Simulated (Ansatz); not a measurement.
# Sn4Se3S: the cost of one run

Program: Ansatz 0.2.0. Level of theory: DFT PBE, scalar-relativistic, plane waves, PAW. These are calculated values, not measurements.

1 further run of the same task is left out (it didn't finish).

**1. The structure to begin with**

Symmetry: Cmmm, No. 65, orthorhombic system. The conventional cell has a = 8.498 Å, b = 12.019 Å, c = 4.250 Å, α = 90.00°, β = 90.00°, γ = 90.00°. Around Sn (site symmetry 2mm) lie 2 S at 2.96 Å and 4 Se at 3.01 to 3.05 Å. Around Sn (site symmetry m2m) lie 1 S at 2.96 Å and 5 Se at 3.01 to 3.05 Å. Around Se (site symmetry 2/m) lie 6 Sn at 3.01 Å. Se (site symmetry mmm) has 6 Sn at 3.05 Å as nearest neighbours. S (site symmetry mmm) has 6 Sn at 2.96 Å as nearest neighbours.

Structure file:

```
Sn Se S
1.0
     4.24887   -6.00973    0.00000
     4.24887    6.00973    0.00000
     0.00000    0.00000    4.25026
Sn Se S
4 3 1
Direct
  0.74316 0.74316 0.00000
  0.74647 0.25353 0.50000
  0.25353 0.74647 0.50000
  0.25684 0.25684 0.00000
  0.00000 0.50000 0.00000
  0.00000 0.00000 0.50000
  0.50000 0.00000 0.00000
  0.50000 0.50000 0.50000
```

The cell was relaxed beforehand at this level, from a generated guess; it is a trial structure. At a tolerance of 0.02 Å it has space group Cmmm (No. 65); it has 27.13 Å³/atom, an uncorrected energy of -0.42 eV/atom over the elements.

**2. Electronic structure at the relaxed geometry**

Input file input.yaml:

```yaml
crystal:
  lattice:
    - [4.2488718602, -6.0097310979, 0.0]
    - [4.2488718602, 6.0097310979, 0.0]
    - [0.0, 0.0, 4.2502565947]
  atoms:
    - { symbol: Sn, position: [0.7431587086, 0.7431587086, 0.0] }
    - { symbol: Sn, position: [0.7464712776, 0.2535287224, 0.5] }
    - { symbol: Sn, position: [0.2535287224, 0.7464712776, 0.5] }
    - { symbol: Sn, position: [0.2568412914, 0.2568412914, 0.0] }
    - { symbol: Se, position: [0.0, 0.5, 0.0] }
    - { symbol: Se, position: [0.0, 0.0, 0.5] }
    - { symbol: Se, position: [0.5, 0.0, 0.0] }
    - { symbol: S, position: [0.5, 0.5, 0.5] }
basis:
  ecutwfc: 420
kpoints:
  mp_grid: { grid: [6, 6, 8] }
  band_path:
    path:
      - [[0.0, 0.0, 0.0], [-0.5, 0.5, 0.0], [-0.37496178, 0.62503822, 0.0]]
      - [[0.37496178, 0.37496178, 0.0], [0.0, 0.0, 0.0], [0.0, 0.0, 0.5], [0.37496178, 0.37496178, 0.5]]
      - [[-0.37496178, 0.62503822, 0.5], [-0.5, 0.5, 0.5], [-0.5, 0.5, 0.0]]
      - [[0.0, 0.0, 0.0], [0.0, 0.5, 0.0], [0.0, 0.5, 0.5], [0.0, 0.0, 0.5], [-0.5, 0.5, 0.5]]
    npoints: 14
hamiltonian:
  xc: pbe
scf:
  occupations: { method: gaussian, width: 0.02 }
  n_extra_bands: 20
output:
  forces: true
  stress: true
  eigenvalues: true
  populations: true
  dos: { projected: true, de: 0.02, nscf_kmesh: { grid: [9, 9, 12] } }
  bader: true
  write_density: true
  write_potential: true
  elf: true
  volumetric_format: npy
```

Run with:

```bash
ansatz run input.yaml --threads 1 --pin off --max-ram 2560MiB --backend cpu --events-out ev --progress --plain --runs-dir out
```

What time and memory should one allow on 1 thread of Intel Xeon at 2.50GHz (Skylake/Cascade Lake), shared host?

About 9.6 min, with a peak of 1.7 GiB.
